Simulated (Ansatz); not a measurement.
# C: the cost of one run

Computed with Ansatz 0.2.0 (DFT r2SCAN, scalar-relativistic, plane waves, PAW, unless a step's input says otherwise).

## (1) The structure to begin with

The structure is hexagonal, space group P6_3/mmc (No. 194). The conventional cell has a = 2.460 Å, b = 2.460 Å, c = 6.700 Å, α = 90.00°, β = 90.00°, γ = 120.00°. C (site symmetry -6m2) is surrounded by 3 C at 1.42 Å.

Coordinates:

```
C
1.0
     2.46000    0.00000    0.00000
    -1.23000    2.13042    0.00000
     0.00000    0.00000    6.70000
C
4
Cartesian
  0.0000 0.0000 0.0000
  0.0000 1.4203 0.0000
  0.0000 0.0000 -3.3500
  1.2300 0.7101 -3.3500
```

## (2) Relaxing cell and atoms: C, no spin

input.yaml reads:

```yaml
crystal:
  lattice:
    - [2.46, 0.0, 0.0]
    - [-1.23, 2.1304224933, 0.0]
    - [0.0, 0.0, 6.7]
  atoms:
    - { symbol: C, position: [0.0, 0.0, 0.0] }
    - { symbol: C, position: [0.3333333333, 0.6666666667, 0.0] }
    - { symbol: C, position: [0.0, 0.0, -0.5] }
    - { symbol: C, position: [0.6666666667, 0.3333333333, -0.5] }
scf:
  occupations: { method: gaussian, width: 0.05 }
output:
  forces: true
  stress: true
  write_density: true
  write_potential: true
  elf: true
  volumetric_format: npy
hamiltonian:
  xc: r2scan
kpoints:
  mp_grid: { grid: [12, 12, 4] }
relax:
  f_tol: 0.003
  max_steps: 60
  cell: { stress_tol: 0.02 }
```

Run with:

```sh
$ ansatz run input.yaml --threads 8 --pin off --max-ram 14336MiB --backend cpu --events-out ev --progress --plain --runs-dir out
```

What time and memory should one allow on 8 threads of Intel Xeon 6975P-C (Granite Rapids), shared host?

About 2.5 s, with a peak of 0.47 GiB.
